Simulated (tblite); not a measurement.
# C5H14GaN: the cost of one run

Programs: tblite 0.8.0 and PySCF 2.14.0, with density-fitted response routines of our own. Each step states its level of theory. These are calculated values for one molecule in the gas phase, unless marked as measured. Atoms count from 0, in the outputs and in this text.

### Step 1. Starting geometry

21 atoms, charge 0, multiplicity 1; geometry from: force field or distance geometry start.

Bonds of the start (Å): C0–C1 1.52, C1–C2 1.52, C2–Ga3 2.07, Ga3–N4 2.12, N4–C5 1.46, N4–C6 1.45, C0–H7 1.13, C0–H8 1.10, C0–H9 1.10, C1–H10 1.11, C1–H11 1.13, C2–H12 1.08, C2–H13 1.09, Ga3–H14 1.41, C5–H15 1.10, C5–H16 1.09, C5–H17 1.10, C6–H18 1.11, C6–H19 1.10, C6–H20 1.10.

### Step 2. Geometry optimisation with GFN2-xTB

What the job is given:

```
{"job": {"kind": "relax", "xc": "GFN2-xTB", "basis": "xTB"}, "charge": 0, "multiplicity": 1}
C     -3.047900     0.690100    -0.217100
C     -2.631700    -0.564400     0.529900
C     -1.410100    -1.074300    -0.210700
Ga     0.209400     0.211100    -0.350000
N      2.004000    -0.321900     0.646700
C      2.305200     1.078400     0.903000
C      2.975500    -0.898600    -0.268600
H     -2.215900     1.431600    -0.024100
H     -3.080500     0.542200    -1.308400
H     -3.981900     1.080700     0.217900
H     -2.401600    -0.359500     1.593100
H     -3.491900    -1.293400     0.524200
H     -0.898600    -1.894400     0.273800
H     -1.548400    -1.111300    -1.292400
H      0.367500     1.351300    -1.158300
H      3.200900     1.220300     1.534300
H      1.465600     1.525200     1.435900
H      2.453900     1.587400    -0.065500
H      3.234500    -1.922000     0.075800
H      2.589100    -0.970900    -1.292500
H      3.894200    -0.290500    -0.238100
```

Launch:

```bash
OMP_NUM_THREADS=1 python probes_run.py task.json out
```

The driver reads the jobs from task.json and runs them one after another.

Q: Estimate the wall time and peak memory of this first job on 1 thread of Arm Neoverse N1, shared host.

About 3.7 s, with a peak of 0.18 GiB.
